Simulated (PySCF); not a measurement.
# CrH6S6 (-2): ligand-field states, part 2 of 2

PySCF 2.14.0. Atoms count from 0. Earlier steps stand in the parts before.

### Step 6. Ligand-field states: state-averaged CASSCF (axial bond length × 1.1) in water

Job settings and geometry (Å):

```
{"job": {"kind": "lf", "basis": {"metal": "x2c-TZVPall", "ligand": "x2c-SVPall"}, "nevpt": true, "solvent": "water", "reuse": true}, "charge": -2, "metal": "Cr", "open_shell": "d2"}
Cr     0.000000     0.000000     0.000000
S      0.000000     0.000000     2.519000
H      1.320000     0.000000     2.769000
S      0.000000     0.000000    -2.519000
H     -1.320000     0.000000    -2.769000
S      2.290000     0.000000     0.000000
H      2.540000     1.320000     0.000000
S     -2.290000     0.000000     0.000000
H     -2.540000    -1.320000     0.000000
S      0.000000     2.290000     0.000000
H      0.000000     2.540000     1.320000
S     -0.000000    -2.290000     0.000000
H     -0.000000    -2.540000    -1.320000
```

With the program's defaults for keys left out, this is: state-averaged CASSCF of the metal d shell, SC-NEVPT2 on the averaged canonical orbitals, state-interaction spin-orbit coupling.

The log of the run:

```text
basis functions 186, electrons 128, active (2e, 5o)
start from the orbitals of the previous structure
stage 1: DIIS on the effective Fock matrix, level shift 0.30
cycle   1  E = -3443.5758061702  dE = -3.444e+03  max|g| = 1.541e+00
cycle   2  E = -3444.0582041549  dE = -4.824e-01  max|g| = 1.751e-01
cycle   3  E = -3444.0763025497  dE = -1.810e-02  max|g| = 1.147e-01
cycle   4  E = -3444.0444624715  dE =  3.184e-02  max|g| = 2.487e-01
cycle   5  E = -3443.8908385991  dE =  1.536e-01  max|g| = 5.626e-01
cycle   6  E = -3442.7831607132  dE =  1.108e+00  max|g| = 1.692e+00
cycle   7  E = -3440.7895448541  dE =  1.994e+00  max|g| = 2.276e+00
cycle   8  E = -3439.6186609238  dE =  1.171e+00  max|g| = 2.128e+00
cycle   9  E = -3439.2539551080  dE =  3.647e-01  max|g| = 2.326e+00
cycle  10  E = -3439.2318829062  dE =  2.207e-02  max|g| = 2.385e+00
cycle  11  E = -3439.2921434907  dE = -6.026e-02  max|g| = 2.344e+00
cycle  12  E = -3439.3628159391  dE = -7.067e-02  max|g| = 2.377e+00
cycle  13  E = -3439.6431315699  dE = -2.803e-01  max|g| = 2.416e+00
cycle  14  E = -3440.0743501791  dE = -4.312e-01  max|g| = 2.186e+00
cycle  15  E = -3440.5268610690  dE = -4.525e-01  max|g| = 2.124e+00
stage 2: quasi-Newton rotations from the point of smallest gradient
cycle  17  E = -3444.0892156217  dE = -1.291e-02  max|g| = 3.834e-02
cycle  19  E = -3444.0910691388  dE = -1.854e-03  max|g| = 2.868e-02
cycle  20  E = -3444.0924421364  dE = -1.373e-03  max|g| = 1.072e-02
cycle  21  E = -3444.0926299882  dE = -1.879e-04  max|g| = 2.619e-03
cycle  22  E = -3444.0926639564  dE = -3.397e-05  max|g| = 1.321e-03
cycle  23  E = -3444.0926670038  dE = -3.047e-06  max|g| = 5.639e-04
cycle  24  E = -3444.0926679972  dE = -9.934e-07  max|g| = 1.979e-04
cycle  25  E = -3444.0926681653  dE = -1.681e-07  max|g| = 1.055e-04
cycle  26  E = -3444.0926682158  dE = -5.050e-08  max|g| = 3.250e-05
cycle  27  E = -3444.0926682191  dE = -3.261e-09  max|g| = 7.325e-06
converged average energy = -3444.0926682191

 mult deg   label        CASSCF/cm-1   NEVPT2/cm-1
   3   1   3Ag                 0.0           0.0
   3   1   3Ag                95.1         351.4
   3   1   3Ag              1670.3        3810.0
   1   1   1Ag             13630.9       10218.7
   1   1   1Ag             13931.2       11521.6
   1   1   1Ag             13545.5       11996.7
   1   1   1Ag             15336.4       15249.4
   1   1   1Ag             15894.9       15270.5
   3   1   3Ag             15597.5       25630.4
   3   1   3Ag             18143.0       26717.1
   1   1   1Ag             31138.5       27910.3
   3   1   3Ag             20135.5       29810.3
   3   1   3Ag             27531.3       33207.4
   1   1   1Ag             27820.0       34432.9
   1   1   1Ag             28234.3       35436.0
   3   1   3Ag             30114.9       37074.3
   1   1   1Ag             29573.6       37344.9
   3   1   3Ag             34416.4       39502.1
   1   1   1Ag             34513.1       40566.9
   1   1   1Ag             37135.2       44237.7
   1   1   1Ag             39087.6       44951.6
   3   1   3Ag             43457.0       53743.1
   1   1   1Ag             50690.4       56144.8
   1   1   1Ag             54335.3       59653.8
   1   1   1Ag             72516.0       67681.0

spin-orbit levels / cm-1
      0.00  x1  3Ag 0.87 3Ag 0.13
      3.66  x1  3Ag 0.86 3Ag 0.13
     63.97  x1  3Ag 1.00
    412.15  x1  3Ag 1.00
    469.80  x1  3Ag 0.87 3Ag 0.13
    485.83  x1  3Ag 0.86 3Ag 0.14
   3884.38  x1  3Ag 1.00
   3886.46  x1  3Ag 1.00
   3887.25  x1  3Ag 0.99
  10295.67  x1  1Ag 1.00
  11592.27  x1  1Ag 1.00
  12065.11  x1  1Ag 1.00
  15317.55  x1  1Ag 1.00
  15343.47  x1  1Ag 1.00
  25699.20  x1  3Ag 0.99
  25700.94  x1  3Ag 1.00
  25705.03  x1  3Ag 1.00
  26791.57  x1  3Ag 1.00
  26794.32  x1  3Ag 0.99
  26794.75  x1  3Ag 1.00
  27981.16  x1  1Ag 1.00
  29881.48  x1  3Ag 1.00
  29882.60  x1  3Ag 1.00
  29882.85  x1  3Ag 1.00
  33277.89  x1  3Ag 1.00
  33279.96  x1  3Ag 1.00
  33283.15  x1  3Ag 1.00
  34508.12  x1  1Ag 1.00
  35508.87  x1  1Ag 0.99
  37142.46  x1  3Ag 1.00
```

Run time: 24 s. Hardware: 1 thread of Arm Neoverse V1, shared host; peak memory 0.62 GiB.

Warnings kept with the result: strongly covalent, metal-shell active space is small for this complex.

From this job:

| quantity | value |
| --- | --- |
| spin-orbit constant ζ | 222 cm⁻¹ |

Powder susceptibility:

| T (K) | χT (cm³ K/mol) | μ(eff) |
| --- | --- | --- |
| 2 | 0.133 | 1.03 |
| 20 | 0.364 | 1.71 |
| 100 | 0.665 | 2.31 |
| 300 | 0.875 | 2.65 |

### Step 7. Ligand-field states: state-averaged CASSCF (axial bond length × 1.2) in water

The job, as its differences from that of step 6:

```diff
@@ -2,6 +2,6 @@
 Cr     0.000000     0.000000     0.000000
-S      0.000000     0.000000     2.519000
-H      1.320000     0.000000     2.769000
-S      0.000000     0.000000    -2.519000
-H     -1.320000     0.000000    -2.769000
+S      0.000000     0.000000     2.748000
+H      1.320000     0.000000     2.998000
+S      0.000000     0.000000    -2.748000
+H     -1.320000     0.000000    -2.998000
 S      2.290000     0.000000     0.000000
```

With the program's defaults for keys left out, this is: state-averaged CASSCF of the metal d shell, SC-NEVPT2 on the averaged canonical orbitals, state-interaction spin-orbit coupling.

The log of the run:

```text
basis functions 186, electrons 128, active (2e, 5o)
start from the orbitals of the previous structure
stage 1: DIIS on the effective Fock matrix, level shift 0.30
cycle   1  E = -3443.0190253481  dE = -3.443e+03  max|g| = 2.021e+00
cycle   2  E = -3443.9800375618  dE = -9.610e-01  max|g| = 2.223e-01
cycle   3  E = -3444.0153170686  dE = -3.528e-02  max|g| = 1.951e-01
cycle   4  E = -3443.1984270383  dE =  8.169e-01  max|g| = 1.241e+00
cycle   5  E = -3439.9986380467  dE =  3.200e+00  max|g| = 2.268e+00
cycle   6  E = -3436.6335619187  dE =  3.365e+00  max|g| = 3.389e+00
cycle   7  E = -3434.7634421402  dE =  1.870e+00  max|g| = 3.743e+00
cycle   8  E = -3434.0051952640  dE =  7.582e-01  max|g| = 3.910e+00
cycle   9  E = -3433.8194475028  dE =  1.857e-01  max|g| = 3.886e+00
cycle  10  E = -3434.0010809302  dE = -1.816e-01  max|g| = 3.759e+00
cycle  11  E = -3434.1822257846  dE = -1.811e-01  max|g| = 3.666e+00
cycle  12  E = -3434.4816115755  dE = -2.994e-01  max|g| = 3.458e+00
cycle  13  E = -3434.3556759890  dE =  1.259e-01  max|g| = 3.521e+00
cycle  14  E = -3437.0249724983  dE = -2.669e+00  max|g| = 3.275e+00
cycle  15  E = -3443.2165253339  dE = -6.192e+00  max|g| = 8.543e-01
stage 2: quasi-Newton rotations from the point of smallest gradient
cycle  18  E = -3444.0534424972  dE = -3.813e-02  max|g| = 9.533e-02
cycle  19  E = -3444.0729553895  dE = -1.951e-02  max|g| = 1.159e-01
cycle  20  E = -3444.0824890144  dE = -9.534e-03  max|g| = 2.099e-02
cycle  21  E = -3444.0837377515  dE = -1.249e-03  max|g| = 1.067e-02
cycle  22  E = -3444.0839590776  dE = -2.213e-04  max|g| = 3.717e-03
cycle  23  E = -3444.0839779595  dE = -1.888e-05  max|g| = 1.162e-03
cycle  24  E = -3444.0839811240  dE = -3.165e-06  max|g| = 4.429e-04
cycle  25  E = -3444.0839816318  dE = -5.078e-07  max|g| = 2.728e-04
cycle  26  E = -3444.0839818171  dE = -1.853e-07  max|g| = 3.539e-05
cycle  27  E = -3444.0839818293  dE = -1.215e-08  max|g| = 2.158e-05
cycle  28  E = -3444.0839818314  dE = -2.155e-09  max|g| = 6.717e-06
converged average energy = -3444.0839818314

 mult deg   label        CASSCF/cm-1   NEVPT2/cm-1
   3   1   3Ag                 0.0           0.0
   3   1   3Ag              -257.4         203.8
   3   1   3Ag              2236.0        5753.2
   1   1   1Ag             13180.7        8983.5
   1   1   1Ag             14228.0       11593.0
   1   1   1Ag             12984.3       12198.0
   1   1   1Ag             16998.5       17225.8
   1   1   1Ag             16157.2       17419.8
   3   1   3Ag             11122.2       21024.0
   3   1   3Ag             14137.0       21028.5
   3   1   3Ag             16900.6       25823.6
   1   1   1Ag             22594.6       28436.2
   1   1   1Ag             29018.4       30513.7
   1   1   1Ag             24511.5       31407.7
   1   1   1Ag             25159.7       33199.8
   3   1   3Ag             27256.6       33280.2
   3   1   3Ag             31182.0       39008.3
   1   1   1Ag             35319.3       40880.5
   3   1   3Ag             37228.9       41588.1
   1   1   1Ag             43619.1       46076.9
   1   1   1Ag             39144.7       46103.4
   1   1   1Ag             41818.6       46802.7
   3   1   3Ag             39984.3       49803.7
   1   1   1Ag             50842.0       55427.6
   1   1   1Ag             76193.6       65041.3

spin-orbit levels / cm-1
      0.00  x1  3Ag 0.75 3Ag 0.25
      3.48  x1  3Ag 0.75 3Ag 0.25
    103.45  x1  3Ag 1.00
    302.61  x1  3Ag 1.00
    398.83  x1  3Ag 0.75 3Ag 0.25
    411.67  x1  3Ag 0.75 3Ag 0.25
   5854.12  x1  3Ag 0.99
   5861.98  x1  3Ag 1.00
   5862.99  x1  3Ag 1.00
   9105.33  x1  1Ag 1.00
  11699.65  x1  1Ag 1.00
  12295.92  x1  1Ag 1.00
  17333.94  x1  1Ag 1.00
  17515.70  x1  1Ag 1.00
  21084.83  x1  3Ag 0.50 3Ag 0.50
  21086.94  x1  3Ag 0.51 3Ag 0.49
  21144.95  x1  3Ag 0.93 3Ag 0.07
  21146.33  x1  3Ag 0.93 3Ag 0.07
  21190.46  x1  3Ag 0.50 3Ag 0.50
  21190.85  x1  3Ag 0.51 3Ag 0.49
  25929.35  x1  3Ag 1.00
  25933.74  x1  3Ag 1.00
  25936.46  x1  3Ag 1.00
  28552.76  x1  1Ag 1.00
  30622.98  x1  1Ag 1.00
  31515.46  x1  1Ag 1.00
  33303.57  x1  1Ag 0.91 3Ag 0.09
  33388.82  x1  3Ag 1.00
  33391.15  x1  3Ag 0.99
  33398.07  x1  3Ag 0.92 1Ag 0.08
```

Wall time 25 s (1 thread of Arm Neoverse V1, shared host); peak memory 0.52 GiB.

Warnings kept with the result: strongly covalent, metal-shell active space is small for this complex.

In short:

| quantity | value |
| --- | --- |
| spin-orbit constant ζ | 222 cm⁻¹ |

Powder susceptibility:

| T (K) | χT (cm³ K/mol) | μ(eff) |
| --- | --- | --- |
| 2 | 0.077 | 0.79 |
| 20 | 0.212 | 1.30 |
| 100 | 0.528 | 2.06 |
| 300 | 0.848 | 2.60 |

### Step 8. Ligand field across the series

From the NEVPT2 states (cm⁻¹; the spread is that of the fitted one-electron ligand-field levels):

| step | setting | ground state | next state | orbital spread | Racah B | ζ | μ(eff), 300 K |
| --- | --- | --- | --- | --- | --- | --- | --- |
| 2 | as given | 3Eg | 3Ag at 62 | 29125 | 706 | 219 | 2.55 |
| 3 | axial bond length × 0.9 | 3Ag | 3Ag at 6386 | 38102 | 718 | 212 | 2.81 |
| 4 | axial bond length × 0.95 | 3Ag | 3Ag at 2700 | 33526 | 699 | 216 | 2.78 |
| 5 | axial bond length × 1.05 | 3Ag | 3Ag at 281 | 30730 | 730 | 221 | 2.64 |
| 6 | axial bond length × 1.1 | 3Ag | 3Ag at 351 | 32009 | 775 | 222 | 2.65 |
| 7 | axial bond length × 1.2 | 3Ag | 3Ag at 204 | 34464 | 811 | 222 | 2.60 |

### Step 9. Outcome

The summary covers parts 1 to 2.

| quantity | value |
| --- | --- |
| spin-orbit constant ζ (step 2, state-averaged CASSCF in water) | 219 cm⁻¹ |
| ground multiplicity, μ(eff) at 300 K (step 2, 6 donors at 2.29 Å) | 3, 2.55 μB |
| ground multiplicity, μ(eff) at 300 K (step 3, 6 donors at 2.06 to 2.29 Å) | 3, 2.81 μB |
| ground multiplicity, μ(eff) at 300 K (step 4, 6 donors at 2.18 to 2.29 Å) | 3, 2.78 μB |
| ground multiplicity, μ(eff) at 300 K (step 5, 6 donors at 2.29 to 2.40 Å) | 3, 2.64 μB |
| ground multiplicity, μ(eff) at 300 K (step 6, 6 donors at 2.29 to 2.52 Å) | 3, 2.65 μB |
| ground multiplicity, μ(eff) at 300 K (step 7, 6 donors at 2.29 to 2.75 Å) | 3, 2.60 μB |

What this shows: In step 2, χT goes from 0.10 at 2 K to 0.81 cm³ K/mol at 300 K, as higher levels fill or mix in. The spread of the ligand-field levels runs from 29125 cm⁻¹ (as given) to 38102 cm⁻¹ (axial bond length × 0.9); μ(eff) at 300 K: 2.55 to 2.81 μB. The bonding is strongly covalent, and an active space of the metal's shell alone is small for it, so these values are rough.
